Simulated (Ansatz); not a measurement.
**C₄H₄F₄: how energies converge with the basis set**

How large a basis does C₄H₄F₄ need? Two functionals are run in growing sets.

Program: Ansatz 0.2.0, Gaussian basis. Level of theory: one geometry, several basis sets. These are calculated values, not measurements.

Plan: PBE0-D4/def2-SVP; ωB97M-V/def2-SVP; PBE0-D4/def2-QZVPP; ωB97M-V/def2-QZVPP; the functionals' def2-TZVPP values are taken from earlier runs.

## Step 1: The geometry

All runs share one geometry, relaxed beforehand with PBE0-D4 in a triple-zeta def2 set.

SMILES `FC/C=C(/F)C(F)F`, 12 atoms, charge 0, spin multiplicity 1.

Atoms are counted from 1 here; the program's logs count them from 0.

Bond lengths: F1–C2 1.377 Å, C2–C3 1.484 Å, C2–H9 1.096 Å, C2–H10 1.096 Å, C3–C4 1.323 Å, C3–H11 1.087 Å, C4–F5 1.338 Å, C4–C6 1.496 Å, C6–F7 1.357 Å, C6–F8 1.356 Å, C6–H12 1.088 Å. Angles: F1–C2–C3 114.1°, F1–C2–H9 107.6°, F1–C2–H10 107.6°, C3–C2–H9 109.7°, C3–C2–H10 109.7°, H9–C2–H10 107.9°, C2–C3–C4 130.3°, C2–C3–H11 113.7°, C4–C3–H11 115.9°, C3–C4–F5 119.1°, C3–C4–C6 129.5°, F5–C4–C6 111.4°, C4–C6–F7 109.4°, C4–C6–F8 109.3°, C4–C6–H12 112.8°, F7–C6–F8 107.1°, F7–C6–H12 109.1°, F8–C6–H12 109.1°.

## Step 2: PBE0-D4 in def2-SVP

File in.yaml:

```yaml
crystal:
  periodic: [false, false, false]
  atoms:
    - {symbol: F, position_ang: [-0.356797, -0.396021, -1.875388]}
    - {symbol: C, position_ang: [-0.970004, -1.108932, -0.869136]}
    - {symbol: C, position_ang: [-0.581022, -0.683740, 0.498873]}
    - {symbol: C, position_ang: [0.252562, 0.262896, 0.896714]}
    - {symbol: F, position_ang: [0.437750, 0.457692, 2.207374]}
    - {symbol: C, position_ang: [1.073352, 1.213001, 0.083040]}
    - {symbol: F, position_ang: [0.732753, 2.487243, 0.400625]}
    - {symbol: F, position_ang: [2.383377, 1.060234, 0.399765]}
    - {symbol: H, position_ang: [-2.053094, -0.998296, -0.996321]}
    - {symbol: H, position_ang: [-0.720846, -2.166710, -1.012290]}
    - {symbol: H, position_ang: [-1.068222, -1.250299, 1.288416]}
    - {symbol: H, position_ang: [0.946990, 1.067733, -0.987571]}
basis:
  gaussian: {orbitals: def2-SVP}
hamiltonian: {xc: pbe0, dispersion: d4}
output: {orbitals: {seedname: orbitals}}
```

On the command line:

```
$ ansatz run in.yaml --threads 4 --pin off --events-out ev --progress --plain --max-ram 11315MiB
```

Further steps of the session: ωB97M-V in def2-SVP; PBE0-D4 in def2-QZVPP; ωB97M-V in def2-QZVPP.

Before running them: what should the planned runs give, taken together? Wanted: PBE0-D4: double and triple zeta above quadruple; ωB97M-V: double and triple zeta above quadruple.

As calculated:

| quantity | value |
| --- | --- |
| PBE0-D4: double and triple zeta above quadruple | 18.71, 0.77 eV |
| ωB97M-V: double and triple zeta above quadruple | 19.13, 0.73 eV |

What this shows: For PBE0-D4 the step from double to triple zeta gains 17.94 eV and the next only 0.77 eV. These are total energies; as a rule much of such shifts cancels in differences, which this series doesn't test.
